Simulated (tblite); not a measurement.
# C6H11ClOSi: the cost of one run

The runs use tblite 0.8.0 and PySCF 2.14.0, with density-fitted response routines of our own; the level of theory stands in each step. All values are computed, except where a source is named. Atoms are numbered from 0 throughout.

## Step 1: The molecule as given

20 atoms, charge 0, multiplicity 1; geometry from: force field or distance geometry start.

Bonds of the start (Å): C0–O1 1.43, O1–C2 1.43, C2–C3 1.49, C3–C4 1.42, C4–C5 1.30, C5–Si6 1.71, Si6–C7 1.85, C7–Cl8 1.78, C5–C3 1.44, C0–H9 1.10, C0–H10 1.10, C0–H11 1.08, C2–H12 1.08, C2–H13 1.10, C3–H14 1.09, C4–H15 1.06, Si6–H16 1.49, Si6–H17 1.48, C7–H18 1.09, C7–H19 1.09.

## Step 2: Geometry optimisation with GFN2-xTB

Job settings and geometry (Å):

```
{"job": {"kind": "relax", "xc": "GFN2-xTB", "basis": "xTB"}, "charge": 0, "multiplicity": 1}
C      2.284200     1.441800     0.763700
O      1.308200     0.411400     0.622600
C      1.551800    -0.376100    -0.540000
C      0.517500    -1.448500    -0.596700
C     -0.113600    -1.854500    -1.802100
C     -0.846400    -1.175200    -0.977900
Si    -2.272400    -0.396700    -0.454500
C     -2.000900     0.861600     0.877500
Cl    -3.558300     1.588100     1.334500
H      2.048700     2.004600     1.680400
H      2.218500     2.126300    -0.090000
H      3.278900     1.022000     0.851000
H      2.537600    -0.817900    -0.486600
H      1.495900     0.277000    -1.428800
H      0.662100    -2.204500     0.172800
H     -0.026900    -2.352900    -2.729800
H     -3.236700    -1.423700     0.029800
H     -2.931900     0.241200    -1.618800
H     -1.575300     0.418300     1.781300
H     -1.346400     1.668400     0.547400
```

On the command line:

```sh
$ OMP_NUM_THREADS=1 python probes_run.py task.json out
```

One launch serves the whole session: the jobs run in the order shown.

Q: Estimate the wall time and peak memory of this first job on 1 thread of Arm Neoverse N1, shared host.

About 2.5 s, with a peak of 0.18 GiB.
